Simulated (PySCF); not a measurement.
# C4H14AlN: the cost of one run

Computed with PySCF 2.14.0, with density-fitted response routines of our own, on a single molecule, in the gas phase or a continuum. Atoms are numbered from 0 throughout.

### 1 The molecule as given

20 atoms, charge 0, multiplicity 1; geometry from: GFN2-xTB. The atoms were then displaced at random by about 0.01 Å, so the start is not that level's minimum.

Bonds of the start (Å): C0–Al1 2.02, Al1–N2 2.09, N2–C3 1.43, N2–C4 1.44, N2–C5 1.46, C0–H6 1.07, C0–H7 1.11, C0–H8 1.11, Al1–H9 1.59, Al1–H10 1.58, C3–H11 1.12, C3–H12 1.05, C3–H13 1.10, C4–H14 1.09, C4–H15 1.09, C4–H16 1.07, C5–H17 1.08, C5–H18 1.09, C5–H19 1.11.

### 2 Optimising the geometry at PBE0-D3(BJ)/def2-SVP

What the job is given:

```
{"job": {"xc": "PBE0", "basis": "def2-SVP", "d3": "d3bj", "grid": 1, "shake": 0.01, "kind": "geom"}, "charge": 0, "multiplicity": 1}
C      2.540400    -0.555040    -0.435510
Al     1.074500    -0.567520     0.947790
N     -0.663460     0.144270     0.036340
C     -0.990350    -0.718850    -1.058740
C     -1.677280     0.129320     1.058520
C     -0.406100     1.507440    -0.416880
H      3.155180    -1.422770    -0.297260
H      2.291740    -0.509260    -1.513860
H      3.193590     0.326100    -0.254620
H      1.120830     0.528730     2.092140
H      0.468030    -1.947930     1.403140
H     -1.981600    -0.431040    -1.481290
H     -0.285890    -0.673320    -1.836920
H     -1.100040    -1.741900    -0.679430
H     -1.348170     0.735740     1.908510
H     -2.629220     0.531020     0.697800
H     -1.802800    -0.873580     1.424010
H      0.360050     1.495330    -1.176770
H     -0.036210     2.086020     0.426100
H     -1.334200     1.972620    -0.812990
```

Command:

```console
> OMP_NUM_THREADS=1 python probes_run.py task.json out
```

One launch serves the whole session: the jobs run in the order shown.

Q: Estimate the wall time and peak memory of this first job on 1 thread of Intel Xeon Platinum 8488C, shared host.

About 3.3 min, with a peak of 0.67 GiB.
